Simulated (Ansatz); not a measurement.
# Hf: the cost of one run

Program: Ansatz 0.2.0. Level of theory: DFT PBEsol, scalar-relativistic. These are calculated values, not measurements.

## 1. The structure to begin with

It takes space group Fm-3m (No. 225, cubic). The conventional cell has a = 4.440 Å, b = 4.440 Å, c = 4.440 Å, α = 90.00°, β = 90.00°, γ = 90.00°. Hf (site symmetry m-3m) is surrounded by 12 Hf at 3.14 Å.

Coordinates:

```cif
data_structure
_symmetry_space_group_name_H-M 'Fm-3m'
_symmetry_Int_Tables_number 225
_cell_length_a 4.4400
_cell_length_b 4.4400
_cell_length_c 4.4400
_cell_angle_alpha 90.000
_cell_angle_beta 90.000
_cell_angle_gamma 90.000
_cell_volume 87.53
loop_
_atom_site_label
_atom_site_type_symbol
_atom_site_symmetry_multiplicity
_atom_site_Wyckoff_symbol
_atom_site_fract_x
_atom_site_fract_y
_atom_site_fract_z
_atom_site_occupancy
Hf1 Hf 4 a 0.00000 0.00000 0.00000 1
```

The file gives the conventional cell by its symmetry; the runs use the cell typed in the input.

## 2. Volume × 0.94, LAPW

The input, input.yaml:

```yaml
crystal:
  lattice:
    - [0.0, 2.1746811614, 2.1746811614]
    - [2.1746811614, 0.0, 2.1746811614]
    - [2.1746811614, 2.1746811614, 0.0]
  atoms:
    - { symbol: Hf, position: [0.0, 0.0, 0.0] }
kpoints:
  mp_grid: { grid: [16, 16, 16] }
  band_path:
    path:
      - [0.0, 0.0, 0.0]
      - [0.5, 0.0, 0.5]
      - [0.625, 0.25, 0.625]
      - [0.375, 0.375, 0.75]
      - [0.0, 0.0, 0.0]
      - [0.5, 0.5, 0.5]
      - [0.5, 0.25, 0.75]
      - [0.5, 0.0, 0.5]
    npoints: 5
scf:
  occupations: { method: fermi_dirac, width: 0.03 }
hamiltonian:
  xc: pbesol
  pseudopotentials: { kind: all_electron, lapw: { basis_error: 0.00025 } }
output:
  forces: true
  stress: true
  eigenvalues: true
```

The run is started by

```console
$ ansatz run input.yaml --threads 1 --pin off --max-ram 3072MiB --backend cpu --events-out ev --progress --plain --runs-dir out
```

What time and memory should one allow on 1 thread of Intel Xeon 6975P-C (Granite Rapids), shared host?

About 13 s, with a peak of 0.45 GiB.
